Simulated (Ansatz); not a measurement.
# Lu: the cost of one run

Program: the Python package of Ansatz 0.2.0. Level of theory: DFT r2SCAN, plane waves, PAW. These are calculated values, not measurements.

This is Lu in the fcc structure; at room conditions it is hcp.

**1. Starting point**

Lu Fm-3m: It takes space group Fm-3m (No. 225, cubic). The conventional cell has a = 4.900 Å, b = 4.900 Å, c = 4.900 Å, α = 90.00°, β = 90.00°, γ = 90.00°. Lu (site symmetry m-3m) is surrounded by 12 Lu at 3.46 Å.

Lu Im-3m: The structure is cubic, space group Im-3m (No. 229). The conventional cell has a = 3.890 Å, b = 3.890 Å, c = 3.890 Å, α = 90.00°, β = 90.00°, γ = 90.00°. Lu (site symmetry m-3m) is surrounded by 8 Lu at 3.37 Å.

The script holds or builds the structure itself.

**2. Script**

lu.py reads:

```python
"""Pressure at which two phases of Lu cross."""

from dataclasses import dataclass
import warnings

import ansatz as az
import numpy as np


@dataclass(frozen=True)
class Options:
    xc: str = "r2scan"
    max_iterations: int = 100
    cutoff: int = 550
    kspacing: float = 0.3
    filling: str = "cold"
    sigma: float = 0.05


cfg = Options()


def fcc(first, a):
    return (
        az.Lattice.fcc(a)
        .space_group(225)
        .atom(first, [0, 0, 0])
        .primitive()
    )


def bcc(first, a):
    return (
        az.Lattice.bcc(a)
        .space_group(229)
        .atom(first, [0, 0, 0])
        .primitive()
    )


def ground_state(name, crystal, pressure=0.0):
    calc = crystal.calculation()
    calc = calc.functional(cfg.xc)
    calc = calc.accuracy("low")
    calc = calc.scf(max_iterations=cfg.max_iterations, lower_state_search="standard")
    calc = calc.basis(cfg.cutoff).kpoints(spacing=cfg.kspacing)
    calc = calc.occupations(cfg.filling, width=cfg.sigma)
    calc = calc.relax(force_tolerance=0.02, cell=True, pressure=pressure)
    return calc.run(threads=1, backend="cpu")


def volume_per_atom(outcome):
    return abs(np.linalg.det(outcome.lattice.cell_ang)) / len(outcome.lattice.sites)


def main() -> None:
    warnings.simplefilter("ignore", az.DeckWarning)

    phases = {}
    phases["fcc"] = fcc("Lu", 4.9)
    phases["bcc"] = bcc("Lu", 3.89)

    # enthalpy per atom at each pressure
    pressures = [0, 5, 10, 20]
    enthalpy, volume = {name: [] for name in phases}, {name: [] for name in phases}
    for p in pressures:
        for name, crystal in phases.items():
            o = ground_state(name, crystal, pressure=p)
            volume[name].append(volume_per_atom(o))
            enthalpy[name].append(o.report["energy_sigma0_ev"] / len(o.lattice.sites) + p * volume[name][-1] / 160.21766)
    gap = np.array(enthalpy["bcc"]) - np.array(enthalpy["fcc"])
    rows = [(p, va, vb, 1000 * d) for p, va, vb, d in zip(pressures, volume["fcc"], volume["bcc"], gap)]
    print("   P (GPa)  V fcc (A^3/atom)  V bcc (A^3/atom)  H(bcc) - H(fcc) (meV/atom)")
    for row in rows:
        print(f"{row[0]:10d}  {row[1]:16.3f}  {row[2]:16.3f}  {row[3]:+26.1f}")
    crossings = [p0 - g0 * (p1 - p0) / (g1 - g0) for p0, p1, g0, g1 in zip(pressures, pressures[1:], gap, gap[1:]) if g0 * g1 < 0]
    print("crossing near", [round(float(p), 1) for p in crossings], "GPa") if crossings else print("no crossing in this range")


if __name__ == "__main__":
    main()
```

**3. The calls as engine input**

The package turns the script's settings into the engine's input (first run):

```yaml
crystal:
  lattice:
    bravais: fcc
    a: 4.9
  space_group: 225
  atoms:
    - { symbol: Lu, position: [0.0, 0.0, 0.0] }
  reduce_to_primitive: true
accuracy: low
basis:
  ecutwfc: 550.0
kpoints:
  mp_grid:
    kspacing: 0.3
hamiltonian:
  xc: r2scan
scf:
  max_iter: 100
  lower_state_search: standard
  occupations:
    method: cold
    width: 0.05
relax:
  f_tol: 0.02
  cell:
    p_target: 0.0
```

**4. The run**

Run with:

```
> python lu.py
```

**Question.** How long does this script take on 1 thread of Arm Neoverse V1, shared host, and how much memory does it need?

About 1.7 min, with a peak of 0.43 GiB.
